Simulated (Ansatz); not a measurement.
**One shape, several levels: C3H8Ge (Ge(eta1-allyl)H3)**

Aim: a comparison of 6 runs (HF/def2-SVP, PBE0/6-31G*, B3LYP/6-31G*, PBE/pcseg-1, BLYP/6-31G**, PBE0/def2-SVP) of C3H8Ge (Ge(eta1-allyl)H3). 

The calculation is run with Ansatz 0.2.0.

6 further runs of the same task are left out: 2 that didn't finish, 4 set aside as unsound or not needed.

## Step 1: The structure to begin with

C3H8Ge: 12 atoms, total charge 0, spin state singlet. SMILES: `[H][Ge]([H])([H])[CH2]C=C`. Geometry: a GFN2-xTB relaxation, a rough one for these elements and not checked as a minimum. This is one conformer, not always the lowest.

Bond lengths: Ge1–C2 1.982 Å, C2–C3 1.487 Å, C3–C4 1.321 Å, C2–H5 1.092 Å, C2–H6 1.091 Å, C3–H7 1.084 Å, C4–H8 1.078 Å, C4–H9 1.077 Å, Ge1–H10 1.496 Å, Ge1–H11 1.494 Å, Ge1–H12 1.498 Å. Some angles: Ge1–C2–C3 110.9°, C2–C3–C4 124.6°, Ge1–C2–H5 108.2°, Ge1–C2–H6 109.0°, C3–C2–H5 110.1°, C3–C2–H6 110.5°, C2–Ge1–H10 111.4°, C2–Ge1–H11 111.3°, C2–Ge1–H12 111.2°, C2–C3–H7 115.4°.

## Step 2: Energy and gradient at HF/def2-SVP (run 1)

Contents of molecule.yaml:

```yaml
crystal:
  periodic: [false, false, false]
  atoms:
    - symbol: Ge
      position_ang: [-0.073420, -0.710680, -1.664130]
    - symbol: C
      position_ang: [-0.071040, -0.770840, 0.317400]
    - symbol: C
      position_ang: [0.510760, 0.474320, 0.885210]
    - symbol: C
      position_ang: [-0.184250, 1.414060, 1.500710]
    - symbol: H
      position_ang: [0.515850, -1.637130, 0.631200]
    - symbol: H
      position_ang: [-1.094420, -0.910390, 0.669180]
    - symbol: H
      position_ang: [1.578990, 0.594390, 0.746880]
    - symbol: H
      position_ang: [-1.247750, 1.322280, 1.652180]
    - symbol: H
      position_ang: [0.278170, 2.308200, 1.882750]
    - symbol: H
      position_ang: [1.309970, -0.537660, -2.206010]
    - symbol: H
      position_ang: [-0.895800, 0.429410, -2.170740]
    - symbol: H
      position_ang: [-0.627080, -1.975980, -2.244640]
basis:
  gaussian:
    orbitals: def2-SVP
hamiltonian:
  xc: hf
magnetization:
  spin_polarized: false
  initial_magnetization: 0
output:
  forces: true
  orbitals: {seedname: orbitals}
accuracy: high
```

Started as:

```sh
$ ansatz run molecule.yaml --threads 1 --pin off --max-ram 3480MiB --events-out events.jsonl --progress --plain --runs-dir runs
```

Log, shortened:

```text
Warning: RAYON_NUM_THREADS=1 ignored (pool sized by the plan → 1); use --threads N
Functional definition: HF
  name "HF"
[...]
2674 factors; integrals over basis functions are off by at most 1.1e-8 eV
[...]
mean field -59681.25687817 eV, -2193.2457368640 hartree, gradient 3.1e-8 eV, S^2 0.000000; 0 other end points of the search recorded, 0 dependent functions left out
[...]
reference -59681.25687817 eV, -2193.2457368640 hartree; 29, 29 occupied and 85, 85 virtual orbitals, 2674 factors
Total energy: -59681.25687817 eV, -2193.2457368640 hartree
Atom 0 at    -0.073420    -0.710680    -1.664130 Å, force    -0.080267    -0.172973     0.579299 eV/Å
Atom 1 at    -0.071040    -0.770840     0.317400 Å, force    -0.036145    -0.198770    -0.297294 eV/Å
Atom 2 at     0.510760     0.474320     0.885210 Å, force    -0.006046     0.110982     0.155070 eV/Å
Atom 3 at    -0.184250     1.414060     1.500710 Å, force     0.147166     0.078590     0.039041 eV/Å
Atom 4 at     0.515850    -1.637130     0.631200 Å, force    -0.051351    -0.073481    -0.037084 eV/Å
Atom 5 at    -1.094420    -0.910390     0.669180 Å, force    -0.005644    -0.080810    -0.048985 eV/Å
Atom 6 at     1.578990     0.594390     0.746880 Å, force     0.113092     0.135759     0.062592 eV/Å
Atom 7 at    -1.247750     1.322280     1.652180 Å, force    -0.243429    -0.034341     0.028718 eV/Å
Atom 8 at     0.278170     2.308200     1.882750 Å, force     0.147108     0.193384     0.056489 eV/Å
Atom 9 at     1.309970    -0.537660    -2.206010 Å, force     0.849149     0.100782    -0.166184 eV/Å
Atom 10 at    -0.895800     0.429410    -2.170740 Å, force    -0.513640     0.670710    -0.154510 eV/Å
Atom 11 at    -0.627080    -1.975980    -2.244640 Å, force    -0.319993    -0.729833    -0.217151 eV/Å
Dipole moment:     0.008764    -0.060758     0.079647 e Å
```

Run time: 11 s. Hardware: 1 thread of Intel Xeon at 2.70GHz, shared host; peak memory 0.43 GiB.

## Step 3: Energy and forces at PBE0/6-31G(d) (spherical functions) (run 2)

Contents of molecule.yaml:

```yaml
crystal:
  periodic: [false, false, false]
  atoms:
    - {symbol: Ge, position_ang: [-0.073420, -0.710680, -1.664130]}
    - {symbol: C, position_ang: [-0.071040, -0.770840, 0.317400]}
    - {symbol: C, position_ang: [0.510760, 0.474320, 0.885210]}
    - {symbol: C, position_ang: [-0.184250, 1.414060, 1.500710]}
    - {symbol: H, position_ang: [0.515850, -1.637130, 0.631200]}
    - {symbol: H, position_ang: [-1.094420, -0.910390, 0.669180]}
    - {symbol: H, position_ang: [1.578990, 0.594390, 0.746880]}
    - {symbol: H, position_ang: [-1.247750, 1.322280, 1.652180]}
    - {symbol: H, position_ang: [0.278170, 2.308200, 1.882750]}
    - {symbol: H, position_ang: [1.309970, -0.537660, -2.206010]}
    - {symbol: H, position_ang: [-0.895800, 0.429410, -2.170740]}
    - {symbol: H, position_ang: [-0.627080, -1.975980, -2.244640]}
basis:
  gaussian:
    orbitals: 6-31G_st_-spherical.json
hamiltonian:
  xc: {name: PBE0}
accuracy: high
output:
  forces: true
  orbitals: {seedname: orbitals}
```

The basis set 6-31G* is read from a file made from the Basis Set Exchange's data (not shown).

Started as:

```sh
$ ansatz run molecule.yaml --threads 1 --pin off --max-ram 3480MiB --events-out events.jsonl --progress --plain --runs-dir runs
```

Log, shortened:

```text
Warning: RAYON_NUM_THREADS=1 ignored (pool sized by the plan → 1); use --threads N
Functional definition: PBE0
  name "PBE0"
[...]
2149 factors; integrals over basis functions are off by at most 9.6e-9 eV
[...]
mean field -59739.66606167 eV, -2195.3922347662 hartree, gradient 1.7e-8 eV, S^2 0.000000; 0 other end points of the search recorded, 0 dependent functions left out
[...]
reference -59739.66606463 eV, -2195.3922348752 hartree; 29, 29 occupied and 61, 61 virtual orbitals, 2149 factors
Total energy: -59739.66606463 eV, -2195.3922348752 hartree
Atom 0 at    -0.073420    -0.710680    -1.664130 Å, force    -0.047100    -0.124854     0.875669 eV/Å
Atom 1 at    -0.071040    -0.770840     0.317400 Å, force     0.084672     0.066571    -0.166174 eV/Å
Atom 2 at     0.510760     0.474320     0.885210 Å, force     0.153262    -0.477613    -0.329552 eV/Å
Atom 3 at    -0.184250     1.414060     1.500710 Å, force    -0.142684     0.397053     0.251950 eV/Å
Atom 4 at     0.515850    -1.637130     0.631200 Å, force     0.031459    -0.190674    -0.068313 eV/Å
Atom 5 at    -1.094420    -0.910390     0.669180 Å, force    -0.152077    -0.065042    -0.045089 eV/Å
Atom 6 at     1.578990     0.594390     0.746880 Å, force     0.258707     0.097735     0.010634 eV/Å
Atom 7 at    -1.247750     1.322280     1.652180 Å, force    -0.379153    -0.043871     0.046796 eV/Å
Atom 8 at     0.278170     2.308200     1.882750 Å, force     0.176594     0.301807     0.115990 eV/Å
Atom 9 at     1.309970    -0.537660    -2.206010 Å, force     0.897631     0.110157    -0.217715 eV/Å
Atom 10 at    -0.895800     0.429410    -2.170740 Å, force    -0.538850     0.719535    -0.196070 eV/Å
Atom 11 at    -0.627080    -1.975980    -2.244640 Å, force    -0.342462    -0.790804    -0.278126 eV/Å
Dipole moment:     0.011331    -0.063234     0.093898 e Å
```

Run time: 16 s. Hardware: 1 thread of Intel Xeon at 2.70GHz, shared host.

Runs 3 to 5 aren't shown in full; the table further down has their settings and results.

## Step 4: Energy and forces at PBE0/def2-SVP (run 6)

Contents of job.yaml:

```yaml
basis:
  gaussian: {orbitals: def2-SVP}
crystal:
  periodic: [false, false, false]
  atoms:
    - {symbol: Ge, position_ang: [-0.073420, -0.710680, -1.664130]}
    - {symbol: C, position_ang: [-0.071040, -0.770840, 0.317400]}
    - {symbol: C, position_ang: [0.510760, 0.474320, 0.885210]}
    - {symbol: C, position_ang: [-0.184250, 1.414060, 1.500710]}
    - {symbol: H, position_ang: [0.515850, -1.637130, 0.631200]}
    - {symbol: H, position_ang: [-1.094420, -0.910390, 0.669180]}
    - {symbol: H, position_ang: [1.578990, 0.594390, 0.746880]}
    - {symbol: H, position_ang: [-1.247750, 1.322280, 1.652180]}
    - {symbol: H, position_ang: [0.278170, 2.308200, 1.882750]}
    - {symbol: H, position_ang: [1.309970, -0.537660, -2.206010]}
    - {symbol: H, position_ang: [-0.895800, 0.429410, -2.170740]}
    - {symbol: H, position_ang: [-0.627080, -1.975980, -2.244640]}
output: {forces: true, orbitals: {seedname: orbitals}}
accuracy: high
hamiltonian: {xc: {name: PBE0}}
```

Started as:

```sh
$ ansatz run job.yaml --threads 1 --pin off --max-ram 3480MiB --events-out events.jsonl --progress --plain --runs-dir runs
```

Log, shortened:

```text
Warning: RAYON_NUM_THREADS=1 ignored (pool sized by the plan → 1); use --threads N
[... 2 set-up lines as earlier in the session ...]
[...]
2674 factors; integrals over basis functions are off by at most 1.1e-8 eV
[...]
mean field -59738.21009566 eV, -2195.3387290024 hartree, gradient 1.8e-8 eV, S^2 0.000000; 0 other end points of the search recorded, 0 dependent functions left out
[...]
reference -59738.21009845 eV, -2195.3387291050 hartree; 29, 29 occupied and 85, 85 virtual orbitals, 2674 factors
Total energy: -59738.21009845 eV, -2195.3387291050 hartree
Atom 0 at    -0.073420    -0.710680    -1.664130 Å, force    -0.051565    -0.160845     0.769586 eV/Å
Atom 1 at    -0.071040    -0.770840     0.317400 Å, force     0.176437     0.287115    -0.335263 eV/Å
Atom 2 at     0.510760     0.474320     0.885210 Å, force    -0.053278    -0.642808    -0.320389 eV/Å
Atom 3 at    -0.184250     1.414060     1.500710 Å, force    -0.071164     0.344982     0.207088 eV/Å
Atom 4 at     0.515850    -1.637130     0.631200 Å, force     0.144038    -0.344389    -0.012580 eV/Å
Atom 5 at    -1.094420    -0.910390     0.669180 Å, force    -0.340495    -0.101419     0.023967 eV/Å
Atom 6 at     1.578990     0.594390     0.746880 Å, force     0.498076     0.145482    -0.013202 eV/Å
Atom 7 at    -1.247750     1.322280     1.652180 Å, force    -0.622824    -0.078948     0.071797 eV/Å
Atom 8 at     0.278170     2.308200     1.882750 Å, force     0.306078     0.502376     0.196301 eV/Å
Atom 9 at     1.309970    -0.537660    -2.206010 Å, force     0.861593     0.104669    -0.184414 eV/Å
Atom 10 at    -0.895800     0.429410    -2.170740 Å, force    -0.520260     0.694097    -0.163675 eV/Å
Atom 11 at    -0.627080    -1.975980    -2.244640 Å, force    -0.326637    -0.750313    -0.239217 eV/Å
Dipole moment:     0.008098    -0.063204     0.075894 e Å
```

Run time: 19 s. Hardware: 1 thread of Intel Xeon at 2.70GHz, shared host; peak memory 0.48 GiB.

## Step 5: All runs side by side

```
run                               level  Cartesian functions   energy (Eh)  dipole moment (D)  HOMO energy (eV)  LUMO energy (eV)  wall time
  1                         HF/def2-SVP                   no  -2193.245737               0.48             -9.49              4.18       11 s
  2   PBE0/6-31G* (spherical functions)                   no  -2195.392235               0.55             -6.89              0.61       16 s
  3  B3LYP/6-31G* (Cartesian functions)                  yes  -2195.863126               0.58             -6.63              0.42       21 s
  4                         PBE/pcseg-1                   no  -2195.356715               0.44             -6.08             -0.77       21 s
  5  BLYP/6-31G** (spherical functions)                   no  -2195.787550               0.60             -5.57             -0.23       18 s
  6                       PBE0/def2-SVP                   no  -2195.338729               0.48             -7.10              0.38       19 s
```

## Step 6: What came out

| quantity | value |
| --- | --- |
| run 6: total energy | -2195.33873 Eh |
| run 6: dipole moment | 0.48 D |
| run 6: HOMO energy | -7.10 eV |
| run 6: LUMO energy | 0.38 eV |
| run 6: HOMO–LUMO gap | 7.47 eV |
| run 6: largest force on an atom | 0.887 eV/Å |

What this shows: The dipole moment (its size) runs from 0.44 D (PBE/pcseg-1) to 0.60 D (BLYP/6-31G**). The two ends differ in method and basis. The HOMO–LUMO gap runs from 5.31 eV (PBE/pcseg-1) to 13.67 eV (HF/def2-SVP). Totals of different functionals can't be ranked against each other. All runs together took 1.8 min, the longest 21 s.
